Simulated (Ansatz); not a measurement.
Task: the spin response to a magnetic field of TlPd₃, space group P4/mmm, with the Python package of Ansatz (0.2.0). Give the script and its output. Level of theory (first run): PBEsol, PAW, cutoff 510 eV, 6×6×6 k-points, Gaussian smearing of 0.05 eV, collinear spin.

```cif
data_structure
_symmetry_space_group_name_H-M 'P 1'
_symmetry_Int_Tables_number 1
_cell_length_a 4.0477
_cell_length_b 4.0477
_cell_length_c 4.0654
_cell_angle_alpha 90.000
_cell_angle_beta 90.000
_cell_angle_gamma 90.000
_cell_volume 66.61
loop_
_atom_site_label
_atom_site_type_symbol
_atom_site_fract_x
_atom_site_fract_y
_atom_site_fract_z
_atom_site_occupancy
Tl1 Tl 0.00000 0.00000 0.00000 1
Pd1 Pd 0.50000 0.50000 0.00000 1
Pd2 Pd 0.50000 0.00000 0.50000 1
Pd3 Pd 0.00000 0.50000 0.50000 1
```

`zeeman_tlpd3.py`
```python
"""Spin moment of TlPd3 in a magnetic field."""

import ansatz
import numpy as np

structure = (
    ansatz.Lattice.from_parameters(4.04772, 4.04772, 4.0654, alpha=90, beta=90, gamma=90)
    .space_group(123, hermann_mauguin="P4/mmm")
    .atom("Tl", (0.0, 0.0, 0.0))
    .atom("Pd", (0.5, 0.5, 0.0))
    .atom("Pd", (0.5, 0.0, 0.5))
)

setup = (
    structure.calculation()
    .functional("pbesol")
    .occupations("gaussian", width=0.05)
    .pseudopotentials("paw")
    .kpoints(6)
    .basis(510)
    .scf(max_iterations=80)
    .spin("collinear")
)
# the field acts on the spins alone; such large fields lift the response over the noise
rows = []
for tesla in [0, 250, 500]:
    r = (setup.magnetic_field(tesla) if tesla else setup).run(threads=1).report
    rows.append((tesla, r["magnetization_mub"], r["free_energy_ev"], r["components"].get("e_zeeman", 0.0)))
lines = [",".join(["B (T)", "moment muB", "F eV", "Zeeman term eV"])] + [",".join(f"{v:.4f}" if isinstance(v, float) else str(v) for v in row) for row in rows]
print("\n".join(lines))
with open("zeeman.csv", "w") as handle:
    handle.write("\n".join(lines) + "\n")
slope = np.polyfit([row[0] for row in rows], [row[1] for row in rows], 1)[0]
print(f"dM/dB = {1000 * slope:.4f} muB per 1000 T per cell")
```

Running `python zeeman_tlpd3.py` prints:
```text
RunWarning: this spin-polarised run has no starting moment large enough to seed its density, so its SCF can try parallel moments of its own, which can die out, and starts no order whose moments cancel. Behind that start scf.lower_state_search: light tries no other order and makes no probe for moments, and off searches [...]
B (T),moment muB,F eV,Zeeman term eV
0,0.0000,-32016.4275,0.0000
250,0.0998,-32016.4283,-0.0014
500,0.1795,-32016.4303,-0.0052
dM/dB = 0.3590 muB per 1000 T per cell
```
(Warnings from the package without file and line, shortened.)

What to keep in mind:
- Total energies depend on the potentials; only differences at equal settings carry meaning. A total without «per atom» is that of the cell as typed.
- For a metal this k-point mesh is coarse: on a finer one energies can move by several to tens of meV an atom and pressures by half a GPa or more, differences at one mesh by less.
- Within a few hundredths of an angstrom the cell has the higher group Pm-3m; the lower one is a small distortion.
- Spin-orbit coupling, which matters for elements this heavy, is left out.
- The structure comes from a database of computed cells and needn't be a stable or known phase.
- Orbital magnetism is left out. The response of a metal hangs strongly on mesh and smearing, and a straight-line fit holds only where the moment is linear in the field.
- Timing: 67 s on 1 thread of Intel(R) Xeon(R) Processor @ 2.30GHz, on a shared host, peak memory 0.7 GiB.
